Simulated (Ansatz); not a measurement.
The system is NiMoIrPdW.

```
Ni Mo Pd Ir W
1.0
     2.34460   -1.43138    0.00906
     2.34460    1.43138    0.00906
    -2.20600    0.00000   10.92374
Ni Mo Pd Ir W
1 1 1 1 1
Cartesian
  1.6857 0.0000 3.2343
  -0.5221 0.0000 9.9690
  0.0775 0.0000 5.3638
  3.2778 0.0000 1.1936
  1.6891 0.0000 7.5942
```

The cell was built by a generator and needn't be a form met in nature.

- Program: Ansatz 0.2.0
- Task: relaxation of cell and atoms
- Functional: r2SCAN
- Potentials or basis: Ansatz PAW
- Cutoff: 500 eV (not typed: the program's choice for these potentials)
- k mesh: 8 × 8 × 2
- Occupations: fermi-dirac, width 0.05 eV
- Spin: collinear spin, ferromagnetic start
- Starting moments: [1.0, 1.0, 0.0, 0.6, 0.0] μB

At the start: volume 14.68 Å³/atom.

Where does the relaxation end?

It ends after 6 steps and the volume is 14.35 Å³/atom (-2.2 %); space group Cm (No. 8, to 0.05 Å); moment 0.00 μB per cell.

Step by step:
```csv
step,energy change (eV),largest force (eV/Å),volume (Å³)
1,0.0000,0.1631,73.38
2,-0.0317,0.0769,71.88
3,-0.0329,0.0114,71.70
4,-0.0329,0.0087,71.72
5,-0.0329,0.0030,71.73
6,-0.0314,0.0031,71.73
```

Final structure:
```yaml
crystal:
  lattice:
    - [2.33086, -1.41667, 0.01335]
    - [2.33086, 1.41667, 0.01335]
    - [-2.17280, 0.00000, 10.84957]
  atoms:
    - { symbol: Ni, position: [0.49718, 0.49718, 0.29522] }
    - { symbol: Mo, position: [0.32036, 0.32036, 0.91254] }
    - { symbol: Pd, position: [0.24540, 0.24540, 0.48943] }
    - { symbol: Ir, position: [0.75160, 0.75160, 0.10972] }
    - { symbol: W, position: [0.68545, 0.68545, 0.69311] }
```

Caveat: the magnetic or orbital state may not be the lowest; the plane-wave basis is chosen anew once the cell has moved, so the energies of steps on either side of that aren't comparable; the PAW data sets come from PBE, with cores solved anew for the run's functional, which leaves a small shift of forces and pressure; the starting moments weren't kept.
